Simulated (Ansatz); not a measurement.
# BSiH4O2F (SMILES OB(F)O[SiH3]): PBE0/6-31G(d) (spherical functions)

What is the vertical ionisation energy of BSiH4O2F at PBE0/6-31G* (spherical functions)? 

The calculation is run with Ansatz 0.2.0.

129 further runs of the same task are left out: 1 that didn't finish, 128 set aside as unsound or not needed.

### 1 The molecule

The species is BSiH4O2F (9 atoms), meant as a singlet with charge 0. As SMILES, `OB(F)O[SiH3]`. The coordinates come from a PBE0-D4/def2-TZVP relaxation. This is one conformer, not always the lowest.

Bond lengths: O1–B2 1.359 Å, B2–F3 1.334 Å, B2–O4 1.348 Å, O4–Si5 1.655 Å, O1–H6 0.960 Å, Si5–H7 1.480 Å, Si5–H8 1.484 Å, Si5–H9 1.484 Å. Some angles: O1–B2–F3 120.0°, O1–B2–O4 121.1°, F3–B2–O4 118.9°, B2–O4–Si5 131.9°, B2–O1–H6 113.4°, O4–Si5–H7 106.4°, O4–Si5–H8 110.2°, O4–Si5–H9 110.2°, H7–Si5–H8 110.1°, H7–Si5–H9 110.1°.

### 2 A single-point energy at PBE0/6-31G(d) (spherical functions)

Contents of input.yaml:

```yaml
crystal:
  periodic: [false, false, false]
  atoms:
    - {symbol: O, position_ang: [-1.614100, 0.556700, 0.394000]}
    - {symbol: B, position_ang: [-0.395400, 1.157100, 0.352700]}
    - {symbol: F, position_ang: [-0.277300, 2.450800, 0.657900]}
    - {symbol: O, position_ang: [0.708900, 0.466900, 0.006200]}
    - {symbol: Si, position_ang: [0.934200, -1.114900, -0.425000]}
    - {symbol: H, position_ang: [-2.322500, 1.149900, 0.654100]}
    - {symbol: H, position_ang: [2.381900, -1.273900, -0.690900]}
    - {symbol: H, position_ang: [0.154500, -1.427600, -1.647800]}
    - {symbol: H, position_ang: [0.518200, -2.011000, 0.681800]}
basis:
  gaussian:
    orbitals: 6-31G_st_-spherical.json
hamiltonian:
  xc: {name: PBE0}
accuracy: high
output:
  orbitals: {seedname: orbitals}
```

The basis set 6-31G* is read from a file made from the Basis Set Exchange's data (not shown).

Run with:

```console
$ ansatz run input.yaml --threads 1 --pin off --max-ram 3480MiB --events-out events.jsonl --progress --plain --runs-dir runs
```

The log of the run:

```text
Warning: RAYON_NUM_THREADS=1 ignored (pool sized by the plan → 1); use --threads N
Functional definition: PBE0
  name "PBE0"
  parameter a = 0.25
  parameter kappa = 0.804
  parameter beta = 0.06672455060314922
  exchange = (1 - a)*pbe_x(kappa = kappa, mu = beta*pi^2/3) + a*exact_x
  correlation = pbe_c(beta = beta)
1877 factors; integrals over basis functions are off by at most 3.6e-9 eV
mean field evaluation 1: about -15417.2077 eV, gradient 5.9e1 eV
mean field evaluation 2: about -15411.8100 eV, gradient 8.1e1 eV
mean field evaluation 4: about -15422.9240 eV, gradient 2.9e0 eV
mean field evaluation 8: about -15423.1800 eV, gradient 4.6e-1 eV
mean field evaluation 16: about -15423.1804 eV, gradient 1.2e-5 eV
mean field -15423.18035369 eV, -566.7914237910 hartree, gradient 5.3e-8 eV, S^2 0.000000; 0 other end points of the search recorded, 0 dependent functions left out
reference -15423.18035614 eV, -566.7914238811 hartree; 24, 24 occupied and 58, 58 virtual orbitals, 1877 factors
Total energy: -15423.18035614 eV, -566.7914238811 hartree
```

Run time: 4.5 s. Hardware: 1 thread of Intel Xeon 6975P-C (Granite Rapids), shared host; peak memory 0.29 GiB.

### 3 The doublet cation, same level

Contents of molecule.yaml:

```yaml
crystal:
  periodic: [false, false, false]
  atoms:
    - {symbol: O, position_ang: [-1.614100, 0.556700, 0.394000]}
    - {symbol: B, position_ang: [-0.395400, 1.157100, 0.352700]}
    - {symbol: F, position_ang: [-0.277300, 2.450800, 0.657900]}
    - {symbol: O, position_ang: [0.708900, 0.466900, 0.006200]}
    - {symbol: Si, position_ang: [0.934200, -1.114900, -0.425000]}
    - {symbol: H, position_ang: [-2.322500, 1.149900, 0.654100]}
    - {symbol: H, position_ang: [2.381900, -1.273900, -0.690900]}
    - {symbol: H, position_ang: [0.154500, -1.427600, -1.647800]}
    - {symbol: H, position_ang: [0.518200, -2.011000, 0.681800]}
basis:
  gaussian:
    orbitals: 6-31G_st_-spherical.json
accuracy: high
magnetization:
  spin_polarized: true
  initial_magnetization: 1
total_charge: 1
hamiltonian:
  xc: {name: PBE0}
output: {orbitals: {seedname: orbitals}}
```

The basis set 6-31G* is read from a file made from the Basis Set Exchange's data (not shown).

Run with:

```console
$ ansatz run molecule.yaml --threads 1 --pin off --max-ram 3480MiB --events-out events.jsonl --progress --plain --runs-dir runs
```

The log of the run, cut to the lines that bear on the results:

```text
Warning: RAYON_NUM_THREADS=1 ignored (pool sized by the plan → 1); use --threads N
[... 7 set-up lines as earlier in the session ...]
1875 factors; integrals over basis functions are off by at most 3.6e-9 eV
mean field evaluation 1: about -15396.8809 eV, gradient 6.4e1 eV
mean field evaluation 2: about -15364.2464 eV, gradient 1.1e2 eV
mean field evaluation 4: about -15406.5631 eV, gradient 2.9e1 eV
mean field evaluation 8: about -15411.5559 eV, gradient 9.5e-1 eV
mean field evaluation 16: about -15411.6733 eV, gradient 2.2e0 eV
mean field evaluation 32: about -15411.7943 eV, gradient 5.7e-1 eV
mean field -15411.88607687 eV, -566.3763667735 hartree, gradient 9.4e-8 eV, S^2 0.761232; 4 other end points of the search recorded, 0 dependent functions left out
reference -15411.88607935 eV, -566.3763668647 hartree; 24, 23 occupied and 58, 59 virtual orbitals, 1875 factors
Total energy: -15411.88607935 eV, -566.3763668647 hartree
```

Wall time 11 s (1 thread of Intel Xeon 6975P-C (Granite Rapids), shared host); peak memory 0.42 GiB.

### 4 Summary of results

At PBE0/6-31G* (spherical functions):

| quantity | value |
| --- | --- |
| singlet BSiH4O2F: total energy | -566.79142 Eh |
| singlet BSiH4O2F: HOMO energy | -9.01 eV |
| singlet BSiH4O2F: LUMO energy | 0.56 eV |
| singlet BSiH4O2F: HOMO–LUMO gap | 9.57 eV |
| doublet cation: total energy | -566.37637 Eh |
| doublet cation: HOMO energy (highest over α and β) | -15.41 eV |
| doublet cation: LUMO energy (lowest over α and β) | -13.56 eV |
| doublet cation: ⟨S²⟩ | 0.761 |
| vertical ionisation energy (to the doublet cation) | 11.294 eV |

What this shows: Removing an electron at fixed nuclei costs 11.29 eV (1090 kJ/mol). −ε(HOMO) before ionisation, 9.01 eV, is 2.28 eV below this ionisation energy.
